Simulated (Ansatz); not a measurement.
# Zr3TiN4: what a guessed cell relaxes into, part 1 of 2

Where does this trial cell of Zr3TiN4 go when cell and atoms are let free, and does the end survive a random kick?

Method: DFT PBE, scalar-relativistic, plane waves, PAW, in Ansatz 0.2.0.

**1. The structure to begin with**

The structure is orthorhombic, space group Cmmm (No. 65). Conventional cell: a = 6.385 Å, b = 9.033 Å, c = 3.201 Å, α = 90.00°, β = 90.00°, γ = 90.00°. Zr (site symmetry 2/m) is surrounded by 6 N at 2.26 Å. Zr (site symmetry mmm) has 6 N at 2.30 to 2.31 Å in its first shell of neighbours. Around Ti (site symmetry mmm) lie 6 N at 2.21 to 2.22 Å. N (site symmetry 2mm) has 2 Ti at 2.22 Å and 4 Zr at 2.26 to 2.31 Å in its first shell of neighbours. Around N (site symmetry m2m) lie 1 Ti at 2.21 Å and 5 Zr at 2.26 to 2.30 Å.

As a file:

```cif
data_structure
_symmetry_space_group_name_H-M 'P 1'
_symmetry_Int_Tables_number 1
_cell_length_a 5.5310
_cell_length_b 5.5310
_cell_length_c 3.2012
_cell_angle_alpha 90.000
_cell_angle_beta 90.000
_cell_angle_gamma 109.491
_cell_volume 92.32
loop_
_atom_site_label
_atom_site_type_symbol
_atom_site_fract_x
_atom_site_fract_y
_atom_site_fract_z
_atom_site_occupancy
Zr1 Zr 0.50000 0.00000 0.00000 1
Zr2 Zr 0.50000 0.50000 0.50000 1
Zr3 Zr 0.00000 0.50000 0.00000 1
Ti1 Ti 0.00000 0.00000 0.50000 1
N1 N 0.76006 0.76006 0.00000 1
N2 N 0.75514 0.24486 0.50000 1
N3 N 0.24486 0.75514 0.50000 1
N4 N 0.23994 0.23994 0.00000 1
```

The start is the relaxed end of an invented cell (made as: elements ordered on the sites of the ZrN type, Ti/Zr on Zr (Cmmm, No. 65)), taken up again for a closer look.

**2. The guess as it stands, on a coarse mesh**

The input, input.yaml:

```yaml
crystal:
  lattice:
    - [3.192532, -4.51659, 0.0]
    - [3.192532, 4.51659, 0.0]
    - [0.0, 0.0, 3.201192]
  atoms:
    - { symbol: Zr, position: [0.5, 0.0, 0.0] }
    - { symbol: Zr, position: [0.5, 0.5, 0.5] }
    - { symbol: Zr, position: [0.0, 0.5, 0.0] }
    - { symbol: Ti, position: [0.0, 0.0, 0.5] }
    - { symbol: "N", position: [0.760056, 0.760056, 0.0] }
    - { symbol: "N", position: [0.755136, 0.244864, 0.5] }
    - { symbol: "N", position: [0.244864, 0.755136, 0.5] }
    - { symbol: "N", position: [0.239944, 0.239944, 0.0] }
basis:
  ecutwfc: 420
kpoints:
  mp_grid: { grid: [4, 4, 6] }
hamiltonian:
  xc: pbe
scf:
  occupations: { method: gaussian, width: 0.1 }
  lower_state_search: "off"
output:
  forces: true
  stress: true
  eigenvalues: true
```

On the command line:

```console
ansatz run input.yaml --threads 4 --pin off --max-ram 8192MiB --backend cpu --events-out ev --progress --plain --runs-dir out
```

The log of the run, shortened:

```text
Warning: RAYON_NUM_THREADS=4 ignored (pool sized by the plan → 4); use --threads N
[...]
Pseudopotentials: kind: paw
Pseudopotential: Zr, paw, valence charge 12, recommended cutoff 420 eV (normal), Zr.paw.azcp
Pseudopotential: Ti, paw, valence charge 12, recommended cutoff 420 eV (normal), Ti.paw.azcp
Pseudopotential: N, paw, valence charge 5, recommended cutoff 420 eV (normal), N.paw.azcp
Functional definition: PBE
[...]
Crystal: 8 atoms, lattice volume = 92.318 Å³
Basis set: ecut = 420 eV, 1835 PW (Γ), exchange–correlation on 80×80×48 points (8 copies of the dense FFT grid, shifted against one another)
Bands: 42, of which v1, the nominal top of the filled ones, is band 34 counted from 1 (33 counted from 0)
Symmetry: 8 space group operations
Space group: Cmmm (ITA 65), of the structure as read, at distance tolerance 4.5e-5 Å
k-points: 28 of 96
[...]
SCF iter   1: F=—  HF=-16600.759449 eV  |F-HF|=—  |Δ(HF+E_count)|=         —  Δρ=4.43e-3  dr2=4.63e-2  ethr=1.77e-3  ⟨swp⟩=4.3  Hψ=4406  notcnv=0
[...]
SCF iter   7: F=-16600.753710 eV  HF=-16600.753710 eV  |F-HF|=1.21e-9  |Δ(HF+E_count)|=   1.08e-8  Δρ=2.59e-6  dr2=4.91e-9  ethr=1.47e-10  ⟨swp⟩=8.7  Hψ=4183  notcnv=0
[...]
SCF converged after 7 iterations
Free energy (F): -16600.753710 eV
[...]
E sigma→0 (E₀):  -16600.745017 eV
Entropy (-TS):   -0.017387 eV (-2.173 meV/atom)
Fermi energy:    17.343563 eV
[...]
--- Forces (eV/Å), atoms counted from 1 ---
  atom   1  Zr     0.00000000    -0.00000000     0.00000000
  atom   2  Zr     0.00000000     0.00000000     0.00000000
  atom   3  Zr     0.00000000    -0.00000000     0.00000000
  atom   4  Ti     0.00000000     0.00000000     0.00000000
  atom   5  N      0.00797665     0.00000000     0.00000000
  atom   6  N      0.00000000     0.02624536     0.00000000
  atom   7  N      0.00000000    -0.02624536     0.00000000
  atom   8  N     -0.00797665     0.00000000     0.00000000
[...]
--- Stress (GPa, compression-positive) ---
       -0.148753       0.000000       0.000000
        0.000000       1.425930       0.000000
        0.000000       0.000000      -1.434952
  P = ⅓ Tr σ = -0.0526 GPa (-0.526 kbar)
--- Band table (eV; the first three rows and the last of 28) ---
[...]
```

Wall time 1.1 s (4 threads of Intel Xeon Gold 6455B (Sapphire Rapids), shared host); peak memory 0.52 GiB.

From the probe: pressure -0.1 GPa, largest force 0.03 eV/Å, gap on this mesh none (metal). The relaxation goes to the converged mesh at once.

**3. Spin check on a coarse mesh**

Edit input.yaml of step 2 so:

```diff
@@ -9,3 +9,3 @@
     - { symbol: Zr, position: [0.0, 0.5, 0.0] }
-    - { symbol: Ti, position: [0.0, 0.0, 0.5] }
+    - { symbol: Ti, position: [0.0, 0.0, 0.5], spin: 1.0 }
     - { symbol: "N", position: [0.760056, 0.760056, 0.0] }
@@ -27 +27,4 @@
   eigenvalues: true
+  populations: true
+magnetization:
+  spin_polarized: true
```

On the command line:

```console
ansatz run input.yaml --threads 4 --pin off --max-ram 8192MiB --backend cpu --events-out ev --progress --plain --runs-dir out
```

The log of the run, shortened:

```text
[...]
SCF converged after 17 iterations
Magnetization: -0.0000 μB (34.0000 up, 34.0000 down)
Absolute magnetization: 0.0000 μB (∫|ρ↑−ρ↓|, with the PAW one-centre terms)
Spin contamination: 0.0000 ħ² per cell (⟨S²⟩ above its minimum at these occupations)
[...]
Free energy (F): -16600.753710 eV
[...]
E sigma→0 (E₀):  -16600.745017 eV
Entropy (-TS):   -0.017387 eV (-2.173 meV/atom)
Fermi energy:    17.343561 eV
[...]
--- Forces (eV/Å), atoms counted from 1 ---
  atom   1  Zr    -0.00000000     0.00000000     0.00000000
  atom   2  Zr    -0.00000000     0.00000000     0.00000000
  atom   3  Zr     0.00000000     0.00000000     0.00000000
  atom   4  Ti     0.00000000     0.00000000     0.00000000
  atom   5  N      0.00799174     0.00000000     0.00000000
  atom   6  N      0.00000000     0.02623442     0.00000000
  atom   7  N      0.00000000    -0.02623442     0.00000000
  atom   8  N     -0.00799174     0.00000000     0.00000000
[...]
--- Stress (GPa, compression-positive) ---
       -0.148849       0.000000       0.000000
        0.000000       1.425814       0.000000
        0.000000       0.000000      -1.435085
  P = ⅓ Tr σ = -0.0527 GPa (-0.527 kbar)
--- Band table (eV; the first three rows and the last of 56) ---
[...]
--- Löwdin populations: 8 sites ---
  site symbol       q [e]    m [muB]
     0     Zr     11.2372    -0.0000
     1     Zr     11.2512     0.0000
     2     Zr     11.2372    -0.0000
     3     Ti     11.0916    -0.0000
     4      N      5.7456     0.0000
     5      N      5.7179     0.0000
     6      N      5.7179     0.0000
     7      N      5.7456     0.0000
  spilling = 0.003761 (of n_electrons = 68.000000)
```

Run time: 4 s. Hardware: 4 threads of Intel Xeon Gold 6455B (Sapphire Rapids), shared host; peak memory 0.6 GiB.

By site:

```tsv
atom	Löwdin electrons
Zr1	11.24
Zr2	11.25
Zr3	11.24
Ti4	11.09
N5	5.75
N6	5.72
N7	5.72
N8	5.75
```

The Löwdin counts miss 0.26 of the 68 electrons, which the atomic orbitals do not span, so they are no charges.

The same cell is solved with trial moments on Ti. The largest site moment that stays is 0.00 μB and the cell's total 0.00 μB. The workflow keeps spin only above 0.25 μB on a site, so the next run goes without spin.

**4. Final relaxation**

Edit input.yaml of step 3 so:

```diff
@@ -9,3 +9,3 @@
     - { symbol: Zr, position: [0.0, 0.5, 0.0] }
-    - { symbol: Ti, position: [0.0, 0.0, 0.5], spin: 1.0 }
+    - { symbol: Ti, position: [0.0, 0.0, 0.5] }
     - { symbol: "N", position: [0.760056, 0.760056, 0.0] }
@@ -17,3 +17,3 @@
 kpoints:
-  mp_grid: { grid: [4, 4, 6] }
+  mp_grid: { grid: [8, 8, 12] }
 hamiltonian:
@@ -22,3 +22,2 @@
   occupations: { method: gaussian, width: 0.1 }
-  lower_state_search: "off"
 output:
@@ -27,4 +26,6 @@
   eigenvalues: true
-  populations: true
-magnetization:
-  spin_polarized: true
+relax:
+  adjacent_minimum: "off"
+  f_tol: 0.01
+  max_steps: 80
+  cell: { stress_tol: 0.05 }
```

On the command line:

```console
ansatz run input.yaml --threads 4 --pin off --max-ram 8192MiB --backend cpu --events-out ev --progress --plain --runs-dir out
```

The log of the run, shortened:

```text
Warning: RAYON_NUM_THREADS=4 ignored (pool sized by the plan → 4); use --threads N
[...]
[... 5 set-up lines as earlier in the session ...]
[...]
Crystal: 8 atoms, lattice volume = 92.318 Å³
Basis set: ecut = 420 eV, 1835 PW (Γ), exchange–correlation on 80×80×48 points (8 copies of the dense FFT grid, shifted against one another)
Bands: 42, of which v1, the nominal top of the filled ones, is band 34 counted from 1 (33 counted from 0)
[... 2 set-up lines as earlier in the session ...]
k-points: 147 of 768
[...]
        0.000000       0.000000       0.031821
  P = ⅓ Tr σ = 0.0040 GPa (0.040 kbar)
--- Band table (eV; the first three rows and the last of 147) ---
[...]
--- Relaxed structure (1 steps of the walk, 1 accepted, 1 SCFs on fresh bases) ---
  F+E_penalty+E_count = -16600.72557729 eV   max|allowed force component| = 2.636e-4 eV/Å   (the final SCF, on the basis selected at the relaxed cell)
  cell:  # Å, volume = 92.3183 Å³
    - [3.192532, -4.51659, 0.0]
    - [3.192532, 4.51659, 0.0]
    - [0.0, 0.0, 3.201192]
  atoms:
    - { symbol: Zr, position: [0.49999999999999994, 0.0, 0.0] }
    - { symbol: Zr, position: [0.49999999999999994, 0.49999999999999994, 0.49999999999999994] }
    - { symbol: Zr, position: [0.0, 0.49999999999999994, 0.0] }
    - { symbol: Ti, position: [0.0, 0.0, 0.49999999999999994] }
    - { symbol: N, position: [0.760056, 0.760056, 0.0] }
    - { symbol: N, position: [0.755136, 0.24486399999999992, 0.49999999999999994] }
    - { symbol: N, position: [0.24486399999999992, 0.755136, 0.49999999999999994] }
    - { symbol: N, position: [0.23994399999999996, 0.23994399999999996, 0.0] }
```

Wall time 11 s (4 threads of Intel Xeon Gold 6455B (Sapphire Rapids), shared host); peak memory 0.8 GiB.

The steps of the relaxation:

| step | E - E(step 1) (eV/cell) | largest force component (eV/Å) | pressure (GPa) | volume (Å³) |
| --- | --- | --- | --- | --- |
| 1 | 0.0000 | 0.0003 | 0.00 | 92.32 |
| 2 | 0.0000 | 0.0003 | 0.00 | 92.32 |

Step 1 is the start. Step 2 repeats the geometry before it on a plane-wave basis chosen anew for that cell, so its energy need not be comparable with the rows above.

Lengths and angles in the start's conventional setting:

|  | before | after | change |
| --- | --- | --- | --- |
| a (Å) | 6.385 | 6.385 | 0.0 % |
| b (Å) | 9.033 | 9.033 | 0.0 % |
| c (Å) | 3.201 | 3.201 | 0.0 % |
| volume (Å³/atom) | 11.54 | 11.54 | 0.0 % |
| shortest distance (Å) | 2.212 | 2.212 | 0.0 % |
| space group (0.01 Å) | Cmmm | Cmmm | same |

Forces and stress were held to the start's 8 operations: a distortion of lower symmetry was not tested.

**5. Variant: scf.algorithm direct_min**

Edit input.yaml of step 4 so:

```diff
@@ -22,6 +22,7 @@
   occupations: { method: gaussian, width: 0.1 }
+  algorithm: direct_min
 output:
   forces: true
+  eigenvalues: true
   stress: true
-  eigenvalues: true
 relax:
```

On the command line:

```console
ansatz run input.yaml --threads 4 --pin off --max-ram 8192MiB --backend cpu --events-out ev --progress --plain --runs-dir out
```

The log of the run, shortened:

```text
Warning: RAYON_NUM_THREADS=4 ignored (pool sized by the plan → 4); use --threads N
[...]
[... 5 set-up lines as earlier in the session ...]
[...]
Crystal: 8 atoms, lattice volume = 92.318 Å³
Basis set: ecut = 420 eV, 1835 PW (Γ), exchange–correlation on 80×80×48 points (8 copies of the dense FFT grid, shifted against one another)
Bands: 42, of which v1, the nominal top of the filled ones, is band 34 counted from 1 (33 counted from 0)
[... 2 set-up lines as earlier in the session ...]
k-points: 147 of 768
[...]
        0.000000       0.000000       0.031819
  P = ⅓ Tr σ = 0.0040 GPa (0.040 kbar)
--- Band table (eV; the first three rows and the last of 147) ---
[...]
--- Relaxed structure (1 steps of the walk, 1 accepted, 1 SCFs on fresh bases) ---
  F+E_penalty+E_count = -16600.72557729 eV   max|allowed force component| = 2.636e-4 eV/Å   (the final SCF, on the basis selected at the relaxed cell)
  cell:  # Å, volume = 92.3183 Å³
    - [3.192532, -4.51659, 0.0]
    - [3.192532, 4.51659, 0.0]
    - [0.0, 0.0, 3.201192]
  atoms:
    - { symbol: Zr, position: [0.49999999999999994, 0.0, 0.0] }
    - { symbol: Zr, position: [0.49999999999999994, 0.49999999999999994, 0.49999999999999994] }
    - { symbol: Zr, position: [0.0, 0.49999999999999994, 0.0] }
    - { symbol: Ti, position: [0.0, 0.0, 0.49999999999999994] }
    - { symbol: N, position: [0.760056, 0.760056, 0.0] }
    - { symbol: N, position: [0.755136, 0.24486399999999992, 0.49999999999999994] }
    - { symbol: N, position: [0.24486399999999992, 0.755136, 0.49999999999999994] }
    - { symbol: N, position: [0.23994399999999996, 0.23994399999999996, 0.0] }
```

Run time: 36 s. Hardware: 4 threads of Intel Xeon Gold 6455B (Sapphire Rapids), shared host; peak memory 1.7 GiB.

```tsv
run	ending	energy change	pressure (GPa)	gap (eV)	force (eV/Å)	cycles	time
step 4	converged	0	0.0	0.00	0.00	-	11 s
variant	converged	0.0 meV/atom	0.0	0.00	0.00	-	36 s
```

The changed solver doesn't alter the result here (within 0.5 meV/atom). Cost: 36 s against 11 s.

**6. Kick test: the unmoved cell on a coarse mesh**

The input, input.yaml:

```yaml
crystal:
  lattice:
    - [0.0, 0.0, 3.201192]
    - [3.192532, -4.51659, 0.0]
    - [3.192532, 4.51659, 0.0]
  atoms:
    - { symbol: Zr, position: [0.0, 0.5, 0.0] }
    - { symbol: Zr, position: [0.5, 0.5, 0.5] }
    - { symbol: Zr, position: [0.0, 0.0, 0.5] }
    - { symbol: Ti, position: [0.5, 0.0, 0.0] }
    - { symbol: "N", position: [0.0, 0.760056, 0.760056] }
    - { symbol: "N", position: [0.5, 0.755136, 0.244864] }
    - { symbol: "N", position: [0.5, 0.244864, 0.755136] }
    - { symbol: "N", position: [0.0, 0.239944, 0.239944] }
basis:
  ecutwfc: 420
kpoints:
  mp_grid: { grid: [6, 4, 4] }
hamiltonian:
  xc: pbe
scf:
  occupations: { method: gaussian, width: 0.2 }
  lower_state_search: "off"
output:
  forces: true
  stress: true
  eigenvalues: true
```

On the command line:

```console
ansatz run input.yaml --threads 4 --pin off --max-ram 8192MiB --backend cpu --events-out ev --progress --plain --runs-dir out
```

The log of the run, shortened:

```text
Warning: RAYON_NUM_THREADS=4 ignored (pool sized by the plan → 4); use --threads N
[...]
[... 5 set-up lines as earlier in the session ...]
[...]
Crystal: 8 atoms, lattice volume = 92.318 Å³
Basis set: ecut = 420 eV, 1835 PW (Γ), exchange–correlation on 48×80×80 points (8 copies of the dense FFT grid, shifted against one another)
Bands: 42, of which v1, the nominal top of the filled ones, is band 34 counted from 1 (33 counted from 0)
[... 2 set-up lines as earlier in the session ...]
k-points: 28 of 96
[...]
SCF converged after 7 iterations
Free energy (F): -16600.778375 eV
[...]
E sigma→0 (E₀):  -16600.747119 eV
Entropy (-TS):   -0.062513 eV (-7.814 meV/atom)
Fermi energy:    17.348469 eV
[...]
--- Forces (eV/Å), atoms counted from 1 ---
  atom   1  Zr    -0.00000000     0.00000000    -0.00000000
  atom   2  Zr     0.00000000     0.00000000    -0.00000000
  atom   3  Zr     0.00000000     0.00000000    -0.00000000
  atom   4  Ti     0.00000000     0.00000000     0.00000000
  atom   5  N     -0.00815723     0.00000000     0.00000000
  atom   6  N      0.00000000     0.02212440     0.00000000
  atom   7  N      0.00000000    -0.02212440     0.00000000
  atom   8  N      0.00815723     0.00000000     0.00000000
[...]
--- Stress (GPa, compression-positive) ---
        0.067181       0.000000       0.000000
        0.000000       1.100238       0.000000
        0.000000       0.000000      -1.207073
  P = ⅓ Tr σ = -0.0132 GPa (-0.132 kbar)
--- Band table (eV; the first three rows and the last of 28) ---
[...]
```

Wall time 1.1 s (4 threads of Intel Xeon Gold 6455B (Sapphire Rapids), shared host); peak memory 0.52 GiB.

The cell holds 8 atoms.

(Continued in part 2 of 2.)
